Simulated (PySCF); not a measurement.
**InF (SMILES [F][In]): SCS-MP2/def2-TZVPP (core potential)**

What is the vertical singlet–triplet gap of InF at SCS-MP2/def2-TZVPP (core potential)? 

The calculation is run with PySCF 2.14.0.

4 further runs of the same task are left out: 4 set aside as unsound or not needed.

### Step 1. Starting point

InF has 2 atoms, charge 0, and is taken as a singlet. As SMILES, `[F][In]`. The shape is that of a PBE0-D4/def2-TZVP optimisation.

Bond lengths: F1–In2 1.994 Å.

### Step 2. The energy at SCS-MP2/def2-TZVPP (core potential)

Contents of job.py:

```python
from pyscf import gto, scf, mp

mol = gto.M(
    atom='''
F      0.000000     0.000000     0.030066
In     0.000000     0.000000     3.797556
''',
    basis='def2-tzvpp',
    max_memory=1860,
    unit='bohr',
    charge=0,
    ecp={'In': 'def2-svp'},
    verbose=3,
)

calc0 = scf.RHF(mol)
calc0.conv_tol = 1e-10
calc0.kernel()
if not calc0.converged:
    calc0 = calc0.newton().run(calc0.mo_coeff, calc0.mo_occ)

pt = mp.MP2(calc0, frozen=5).run()
e_final = calc0.e_tot + 1.2 * pt.e_corr_os + pt.e_corr_ss / 3
print('Final energy', e_final)
```

On the command line:

```bash
$ OMP_NUM_THREADS=1 python job.py
```

Standard output:

```text
converged SCF energy = -288.755946326519
E(RMP2) = -289.278886501734  E_corr = -0.522940175215022
E(SCS-RMP2) = -289.244754738252  E_corr = -0.488808411732574
Final energy -289.2447547382519
```

Run time: 2 s. Hardware: 1 thread of Arm Neoverse V1, shared host; peak memory 0.18 GiB.

### Step 3. The triplet, same level

Contents of run.py:

```python
from pyscf import gto, mp

mol = gto.M(
    atom='''
F    0.000000   0.000000   0.015910
In   0.000000   0.000000   2.009580
''',
    basis='def2-tzvpp',
    charge=0,
    max_memory=1860,
    ecp={'In': 'def2-svp'},
    verbose=4,
    spin=2,
)

myscf = mol.UHF()
myscf.conv_tol = 1e-10
myscf.kernel()
if not myscf.converged:
    myscf = myscf.newton().run(myscf.mo_coeff, myscf.mo_occ)

pt = mp.MP2(myscf, frozen=5).run()
e_tot = myscf.e_tot + 1.2 * pt.e_corr_os + pt.e_corr_ss / 3
print('Final energy', e_tot)
```

On the command line:

```bash
$ OMP_NUM_THREADS=1 python run.py
```

Standard output:

```text
PySCF version 2.14.0

[INPUT] num. atoms = 2
[INPUT] num. electrons = 30
[INPUT] charge = 0
[INPUT] spin (= nelec alpha-beta = 2S) = 2
[INPUT] symmetry False subgroup None
[INPUT] Mole.unit = angstrom
[INPUT] Symbol           X                Y                Z      unit          X                Y                Z       unit  Magmom
[INPUT]  1 F      0.000000000000   0.000000000000   0.015910000000 AA    0.000000000000   0.000000000000   0.030065542642 Bohr   0.0
[INPUT]  2 In     0.000000000000   0.000000000000   2.009580000000 AA    0.000000000000   0.000000000000   3.797555825403 Bohr   0.0

nuclear repulsion = 50.1660218912257
number of shells = 27
number of NR pGTOs = 137
number of NR cGTOs = 81
basis = def2-tzvpp
ecp = {'In': 'def2-svp'}

******** <class 'pyscf.scf.uhf.UHF'> ********
method = UHF
initial guess = minao
damping factor = 0
level_shift factor = 0
DIIS = <class 'pyscf.scf.diis.CDIIS'>
diis_start_cycle = 1
diis_space = 8
diis_damp = 0
SCF conv_tol = 1e-10
SCF conv_tol_grad = None
SCF max_cycles = 50
direct_scf = True
direct_scf_tol = 1e-13
number electrons alpha = 16  beta = 14
Set gradient conv threshold to 1e-05
init E= -255.285684410587

[... the frontier-level lines of each cycle are left out ...]


[... 58 lines left out ...]
converged SCF energy = -288.653458037393  <S^2> = 2.0062955  2S+1 = 3.0041941
[... 1 line left out ...]
******** <class 'pyscf.mp.ump2.UMP2'> ********
nocc = (np.int64(11), np.int64(9)), nmo = (76, 76)
frozen orbitals 5
E(UMP2) = -289.136352369907  E_corr = -0.482894332513407
E(SCS-UMP2) = -289.09958281981  E_corr = -0.44612478241703
E_corr(same-spin) = -0.153863557614298
E_corr(oppo-spin) = -0.329030774899109
Final energy -289.0995828198103
```

It took 2.6 s on 1 thread of Arm Neoverse V1, shared host; peak memory 0.18 GiB.

### Step 4. Results

Level: SCS-MP2/def2-TZVPP (core potential), 5 core orbitals frozen.

| quantity | value |
| --- | --- |
| singlet: total energy | -289.24475 Eh |
| singlet: dipole moment (Hartree–Fock density) | 3.28 D |
| singlet: HOMO energy (Hartree–Fock orbitals) | -9.55 eV |
| singlet: LUMO energy (Hartree–Fock orbitals) | 0.54 eV |
| singlet: HOMO–LUMO gap (Hartree–Fock orbitals) | 10.10 eV |
| singlet: correlation energy (5 core orbitals frozen) | -488.8 mEh |
| triplet: total energy | -289.09958 Eh |
| triplet: dipole moment (Hartree–Fock density) | 3.63 D |
| triplet: HOMO energy (Hartree–Fock orbitals) (highest over α and β) | -6.54 eV |
| triplet: LUMO energy (Hartree–Fock orbitals) (lowest over α and β) | -1.55 eV |
| triplet: correlation energy (5 core orbitals frozen) | -446.1 mEh |
| triplet: ⟨S²⟩ of the reference determinant | 2.006 |
| vertical energy of the triplet above the singlet | 3.950 eV |

At this shape the triplet lies 3.95 eV (381 kJ/mol) above the singlet.
